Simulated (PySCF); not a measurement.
# C2H9FSSi2: the cost of one run

The runs use PySCF 2.14.0, with density-fitted response routines of our own; the level of theory stands in each step. All values are computed, except where a source is named. Atoms count from 0, in the outputs and in this text.

### 1 The starting structure

15 atoms, charge 0, multiplicity 1; geometry from: GFN2-xTB.

Bonds of the start (Å): C0–Si1 1.88, Si1–F2 1.62, Si1–S3 2.14, S3–C4 1.83, C4–Si5 1.90, C0–H6 1.09, C0–H7 1.09, C0–H8 1.09, Si1–H9 1.45, C4–H10 1.09, C4–H11 1.09, Si5–H12 1.46, Si5–H13 1.46, Si5–H14 1.46.

### 2 Ultraviolet spectrum: wB97X-D/def2-SVPD

Job settings and geometry (Å):

```
{"job": {"kind": "uv", "xc": "wB97X-D", "basis": "def2-SVPD", "nstates": 8, "ntriplets": 3}, "charge": 0, "multiplicity": 1}
C     -3.037754     0.090016    -0.028476
Si    -1.208262     0.434867     0.257037
F     -0.869868     0.198435     1.821890
S     -0.055816    -0.978621    -0.855905
C      1.492753    -1.058338     0.123530
Si     2.671462     0.388092    -0.249791
H     -3.280950     0.115528    -1.085640
H     -3.647736     0.832926     0.475217
H     -3.319154    -0.888637     0.352314
H     -0.770311     1.802961     0.040996
H      1.939249    -2.010336    -0.156926
H      1.215131    -1.115914     1.173071
H      2.910369     0.429454    -1.690153
H      3.906781     0.133363     0.492243
H      2.049694     1.634193     0.200118
```

With the program's defaults for keys left out, this is: TDDFT wB97X-D/def2-SVPD, vertical, gas phase, core orbitals frozen in the response.

The run is started by

```
$ OMP_NUM_THREADS=1 python probes_run.py task.json out
```

The driver reads the jobs from task.json and runs them one after another.

Q: Estimate the wall time and peak memory of this job on 1 thread of Arm Neoverse V1, shared host.

About 60 s, with a peak of 0.88 GiB.
